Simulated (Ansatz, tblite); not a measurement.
# The cluster Li9−: rung by rung

The task here is to estimate one member of a computed series from the others.

The runs use Ansatz 0.2.0, Gaussian basis; as each input shows.

Levels to be run: GFN1-xTB, PBE/def2-TZVPD, r2SCAN/def2-TZVPD, ωB97M-V/def2-TZVPD, r2SCAN0/def2-TZVPD, B97M-V/def2-TZVPD, BHLYP/def2-TZVPD, HSE06/def2-TZVPD, BLYP/def2-TZVPD, LDA/def2-TZVPD, PBE/def2-SVPD, PBE0/def2-SVPD, HF/STO-3G, CCSD(T)/def2-TZVPPD, MP2/def2-TZVPD, RPA/def2-TZVPD.

## The geometry

The geometry is that of the singlet, from an earlier relaxation (r2SCAN/def2-TZVPD). At that level it is the lowest of the isomers that a small search found.

9 atoms, charge -1, spin multiplicity 1.

Bond lengths: Li1–Li2 2.912 Å, Li1–Li6 2.991 Å, Li1–Li8 2.916 Å, Li1–Li9 2.988 Å, Li2–Li6 2.950 Å, Li2–Li8 2.982 Å, Li3–Li6 2.872 Å, Li3–Li9 2.873 Å, Li4–Li6 3.049 Å, Li4–Li9 3.048 Å, Li5–Li6 2.850 Å, Li5–Li9 2.853 Å, Li8–Li9 2.949 Å. Angles: Li2–Li1–Li6 60.0°, Li2–Li1–Li8 61.5°, Li2–Li1–Li9 92.4°, Li6–Li1–Li8 92.4°, Li6–Li1–Li9 64.0°, Li8–Li1–Li9 59.9°, Li1–Li2–Li6 61.3°, Li1–Li2–Li8 59.3°, Li6–Li2–Li8 91.9°, Li6–Li3–Li9 67.0°, Li6–Li4–Li9 62.7°, Li6–Li5–Li9 67.6°, Li1–Li6–Li2 58.7°, Li1–Li6–Li3 65.7°, Li1–Li6–Li4 114.1°, Li1–Li6–Li5 91.1°, Li2–Li6–Li3 124.1°, Li2–Li6–Li4 133.1° and more.

As a file:

```xyz
9

Li    1.0577   -0.9116   -1.2199
Li    0.9639    1.9892   -0.9868
Li   -1.7486   -2.3793   -0.9314
Li   -3.3624   -0.5837    1.2404
Li   -0.8659    1.5140    1.5761
Li   -1.5756    0.4870   -0.9854
Li    3.8656    0.8572   -1.2774
Li    2.0658    0.3192    1.2239
Li   -0.4005   -1.2921    1.3605
```

The ion is computed in the gas phase, without counter-ions or solvent.

PBE0/def2-TZVPD was run before; its log isn't repeated, and its numbers join the tables.

The first run:

Tight binding, by tblite at 300 K electronic temperature and without a spin-polarisation term:

```python
tblite.interface.Calculator('GFN1-xTB', numbers, positions, charge=-1, uhf=0).singlepoint()
```

start.molden holds the orbitals of an earlier run on this state, given as this run's starting guess.

in.yaml

```yaml
crystal:
  periodic: [false, false, false]
  atoms:
    - {symbol: Li, position_ang: [1.057670, -0.911605, -1.219866]}
    - {symbol: Li, position_ang: [0.963859, 1.989200, -0.986840]}
    - {symbol: Li, position_ang: [-1.748604, -2.379267, -0.931385]}
    - {symbol: Li, position_ang: [-3.362405, -0.583673, 1.240417]}
    - {symbol: Li, position_ang: [-0.865887, 1.514032, 1.576098]}
    - {symbol: Li, position_ang: [-1.575556, 0.487009, -0.985403]}
    - {symbol: Li, position_ang: [3.865622, 0.857196, -1.277371]}
    - {symbol: Li, position_ang: [2.065827, 0.319219, 1.223854]}
    - {symbol: Li, position_ang: [-0.400536, -1.292110, 1.360507]}
basis:
  gaussian: {orbitals: def2-TZVPD, initial_orbitals: start.molden}
total_charge: -1
hamiltonian: {xc: pbe}
scf: {omitted_lower_state_checks: [starts]}
output: {orbitals: {seedname: orbitals}}
```

Run with:

```console
ansatz run in.yaml --threads 2 --pin off --events-out ev --progress --plain --max-ram 4352MiB
```

Among the steps run: PBE/def2-TZVPD; r2SCAN/def2-TZVPD; ωB97M-V/def2-TZVPD; r2SCAN0/def2-TZVPD; B97M-V/def2-TZVPD; BHLYP/def2-TZVPD; HSE06/def2-TZVPD; BLYP/def2-TZVPD; LDA/def2-TZVPD; PBE/def2-SVPD; PBE0/def2-SVPD; HF/STO-3G; CCSD(T)/def2-TZVPPD; MP2/def2-TZVPD; RPA/def2-TZVPD.

One table of the session follows, with a row left open; its other results are not shown here.

```
             level  HOMO (eV)  LUMO (eV)  gap (eV)
         HF/STO-3G       0.42       5.11      4.68
    LDA/def2-TZVPD      -0.14       0.48      0.62
     PBE/def2-SVPD      -0.09       0.52      0.61
    PBE/def2-TZVPD      -0.09       0.54      0.63
   BLYP/def2-TZVPD       0.12       0.78      0.66
 r2SCAN/def2-TZVPD      -0.11       0.61      0.72
 B97M-V/def2-TZVPD      -0.09       0.54      0.64
    PBE0/def2-SVPD          ?          ?         ?
   PBE0/def2-TZVPD      -0.49       0.97      1.46
r2SCAN0/def2-TZVPD      -0.49       0.98      1.47
  HSE06/def2-TZVPD      -0.20       0.66      0.86
  BHLYP/def2-TZVPD      -0.66       1.59      2.24
ωB97M-V/def2-TZVPD      -1.50       1.96      3.46
```

**Question.** Estimate the row for PBE0/def2-SVPD.

The run gave: HOMO (eV): -0.48; LUMO (eV): 0.95; gap (eV): 1.43. In the column «HOMO (eV)» it lies between r2SCAN0/def2-TZVPD (-0.49) and HSE06/def2-TZVPD (-0.20).
